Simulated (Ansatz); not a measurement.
# Li8CeO6: the cost of one run

Computed with Ansatz 0.2.0 (DFT, PBE, plane-wave PAW, default files, scalar-relativistic, as far as a step names no other, unless a step's input says otherwise).

## 1. The structure to begin with

The structure is trigonal, space group R-3 (No. 148). Conventional cell: a = 5.567 Å, b = 5.567 Å, c = 16.035 Å, α = 90.00°, β = 90.00°, γ = 120.00°. Li (site symmetry 3) has 3 O at 2.10 Å as nearest neighbours. Around Li (site symmetry 1) lie 4 O at 1.88 to 2.02 Å. Ce (site symmetry -3) has 6 O at 2.25 Å as nearest neighbours. Around O (site symmetry 1) lie 5 Li at 1.88 to 2.10 Å and 1 Ce at 2.25 Å.

Coordinates:

```
Li Ce O
1.0
     2.78364    1.60713    5.34484
    -2.78364    1.60713    5.34484
     0.00000   -3.21427    5.34484
Li Ce O
8 1 6
Direct
  0.64513 0.64513 0.64513
  0.77266 0.10367 0.49619
  0.10367 0.49619 0.77266
  0.49619 0.77266 0.10367
  0.22734 0.89633 0.50381
  0.89633 0.50381 0.22734
  0.35487 0.35487 0.35487
  0.50381 0.22734 0.89633
  0.00000 0.00000 0.00000
  0.39834 0.10108 0.75807
  0.24193 0.60166 0.89892
  0.60166 0.89892 0.24193
  0.10108 0.75807 0.39834
  0.75807 0.39834 0.10108
  0.89892 0.24193 0.60166
```

## 2. Single point at the given positions

Contents of input.yaml:

```yaml
crystal:
  lattice:
    - [2.7836363885, 1.6071332182, 5.3448449573]
    - [-2.7836363885, 1.6071332182, 5.3448449573]
    - [0.0, -3.2142664365, 5.3448449573]
  atoms:
    - { symbol: Li, position: [0.64512713, 0.64512713, 0.64512713] }
    - { symbol: Li, position: [0.77266247, 0.10367078, 0.49619275] }
    - { symbol: Li, position: [0.10367078, 0.49619275, 0.77266247] }
    - { symbol: Li, position: [0.49619275, 0.77266247, 0.10367078] }
    - { symbol: Li, position: [0.22733753, 0.89632922, 0.50380725] }
    - { symbol: Li, position: [0.89632922, 0.50380725, 0.22733753] }
    - { symbol: Li, position: [0.35487287, 0.35487287, 0.35487287] }
    - { symbol: Li, position: [0.50380725, 0.22733753, 0.89632922] }
    - { symbol: Ce, position: [0.0, 0.0, 0.0] }
    - { symbol: O, position: [0.3983355, 0.10108272, 0.75806869] }
    - { symbol: O, position: [0.24193131, 0.6016645, 0.89891728] }
    - { symbol: O, position: [0.6016645, 0.89891728, 0.24193131] }
    - { symbol: O, position: [0.10108272, 0.75806869, 0.3983355] }
    - { symbol: O, position: [0.75806869, 0.3983355, 0.10108272] }
    - { symbol: O, position: [0.89891728, 0.24193131, 0.6016645] }
kpoints:
  mp_grid: { grid: [5, 5, 5] }
scf:
  occupations: { method: fermi_dirac, width: 0.02 }
hamiltonian:
  xc: pbe
  pseudopotentials: { kind: paw }
output:
  forces: true
  stress: true
  populations: true
  efg:
    quadrupole_moments_barn: { Li: -0.0401, O: -0.02558 }
    contact_densities: true
```

The run is started by

```bash
$ ansatz run input.yaml --threads 1 --pin off --max-ram 2560MiB --backend cpu --events-out ev --progress --plain --runs-dir out
```

Q: Estimate wall time and peak memory on 1 thread of Arm Neoverse V2, shared host.

About 16 s, with a peak of 0.56 GiB.
